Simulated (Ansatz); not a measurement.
CH2FI, SMILES FCI, vertical and adiabatic energies of changing the electron count

Computed with Ansatz 0.2.0 through its Python package.

Notebook, run cell by cell (the value of a cell's last expression is shown):

**Cell 1**
```python
import itertools

import ansatz
from ase import Atoms
from ase.data import atomic_numbers, covalent_radii
import numpy as np
```

**Cell 2**
```python
atoms = Atoms(["F", "C", "I", "H", "H"], positions=[
    (1.179, 0.6784, -0.1885),
    (0.093, -0.1131, 0.0973),
    (-1.659, 0.595, -0.8833),
    (0.4499, -1.104, -0.235),
    (-0.0129, -0.1299, 1.1681),
])
ch2fi = ansatz.Crystal.molecule_from_ase(atoms)
```

**Cell 3**
```python
calculation = (
    ch2fi.calculation()
    .basis(gaussian="def2-SVP")
    .functional("b3lyp")
)
symbols = [site.symbol for site in ch2fi.cartesian_sites]
start = np.array([site.position_ang for site in ch2fi.cartesian_sites], dtype=float)
data = calculation.relax(force_tolerance=0.01, max_steps=100).run().report
end = np.array(data["positions_ang"])
```

**Cell 4**
```python
minimum = ansatz.Crystal.molecule()
for symbol, place in zip(symbols, end):
    minimum = minimum.atom(symbol, place.tolist())
ion = (
    minimum.calculation()
    .basis(gaussian="def2-SVP")
    .functional("b3lyp")
    .charge(1)
    .spin("collinear", total=1)
)
vertical = ion.run().report
settled = ion.relax(force_tolerance=0.01, max_steps=80).run().report
print(f"vertical ionisation energy   {vertical['free_energy_ev'] - data['free_energy_ev']:.3f} eV")
print(f"adiabatic, no zero point     {settled['free_energy_ev'] - data['free_energy_ev']:.3f} eV")
print(f"relaxation energy of the ion {vertical['free_energy_ev'] - settled['free_energy_ev']:.3f} eV")
ionised = np.array(settled["positions_ang"])
# pairs closer than 1.2 times the sum of covalent radii, before or after
radius = [covalent_radii[atomic_numbers[s]] for s in symbols]
span = lambda where, i, j: np.linalg.norm(where[i] - where[j])
bonded = [(i, j) for i, j in itertools.combinations(range(len(symbols)), 2) if min(span(end, i, j), span(ionised, i, j)) < 1.2 * (radius[i] + radius[j])]
print("pair        before    after (A)")
for i, j in bonded:
    print(f"{symbols[i]}{i}-{symbols[j]}{j}".ljust(10), f"{span(end, i, j):8.4f} {span(ionised, i, j):8.4f}")
```
Output:
```text
vertical ionisation energy   9.978 eV
adiabatic, no zero point     9.895 eV
relaxation energy of the ion 0.083 eV
pair        before    after (A)
F0-C1        1.3476   1.2984
C1-I2        2.1927   2.3197
C1-H3        1.0984   1.1033
C1-H4        1.0984   1.1033
```

The settings weren't tested for convergence. The energies are electronic: no zero-point or thermal terms, and the basis set is short of its limit. The product may relax into another structure. The relaxation finds the nearest minimum, so the adiabatic value is an upper bound. def2 sets replace the cores of elements past krypton by effective core potentials. b3lyp holds the VWN-RPA fit, as in Gaussian; the form of ORCA and Turbomole is b3lyp5. The whole script took 76 s on 1 thread of Arm Neoverse V1 (shared host), peak memory 0.25 GiB.

(Lines on the test bed's own set-up are left out of the output.)
